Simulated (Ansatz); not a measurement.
**CdBr₂: small, medium and large basis sets**

The task here is to estimate one member of a computed series from the others.

Program: Ansatz 0.2.0, Gaussian basis. Level of theory: one geometry, several basis sets. These are calculated values, not measurements.

Levels to be run: PBE0-D4/def2-SVP; ωB97M-V/def2-SVP; PBE0-D4/def2-QZVPP; ωB97M-V/def2-QZVPP; the functionals' def2-TZVPP values are taken from earlier runs.

## Structure used throughout

The geometry comes from an earlier relaxation with PBE0-D4 in a triple-zeta def2 set; it is a stationary point. Cd takes the def2 core potential; no spin-orbit term is included.

SMILES `[Br][Cd][Br]`, 3 atoms, charge 0, spin multiplicity 1.

Atoms are counted from 1 here; the program's logs count them from 0.

Bond lengths: Br1–Cd2 2.401 Å, Cd2–Br3 2.401 Å. Angles: Br1–Cd2–Br3 179.8°.

The first run:

Input file in.yaml:

```yaml
crystal:
  periodic: [false, false, false]
  atoms:
    - {symbol: Br, position_ang: [0.304058, 2.323410, 0.411566]}
    - {symbol: Cd, position_ang: [-0.006131, -0.021041, -0.005731]}
    - {symbol: Br, position_ang: [-0.308827, -2.367169, -0.419135]}
basis:
  gaussian: {orbitals: def2-SVP}
hamiltonian: {xc: pbe0, dispersion: d4}
output: {orbitals: {seedname: orbitals}}
```

Command:

```
ansatz run in.yaml --threads 4 --pin off --events-out ev --progress --plain --max-ram 10444MiB
```

Among the steps run: PBE0-D4 in def2-SVP; ωB97M-V in def2-SVP; PBE0-D4 in def2-QZVPP; ωB97M-V in def2-QZVPP.

One of the session's tables, all rows but one given; the rest of the session is left out.

It belongs to the step «Density functionals: the series». 

| functional | basis | HOMO (eV) | LUMO (eV) |
| --- | --- | --- | --- |
| PBE0-D4 | def2-SVP | ? | ? |
| PBE0-D4 | def2-TZVPP | -8.39 | -2.29 |
| PBE0-D4 | def2-QZVPP | -8.40 | -2.30 |
| ωB97M-V | def2-SVP | -10.42 | -0.33 |
| ωB97M-V | def2-TZVPP | -10.58 | -0.47 |
| ωB97M-V | def2-QZVPP | -10.60 | -0.57 |

Q: Estimate the row for PBE0-D4, def2-SVP from the others.

The run gave: HOMO (eV): -8.26; LUMO (eV): -2.20. In the column «HOMO (eV)» it is the highest.
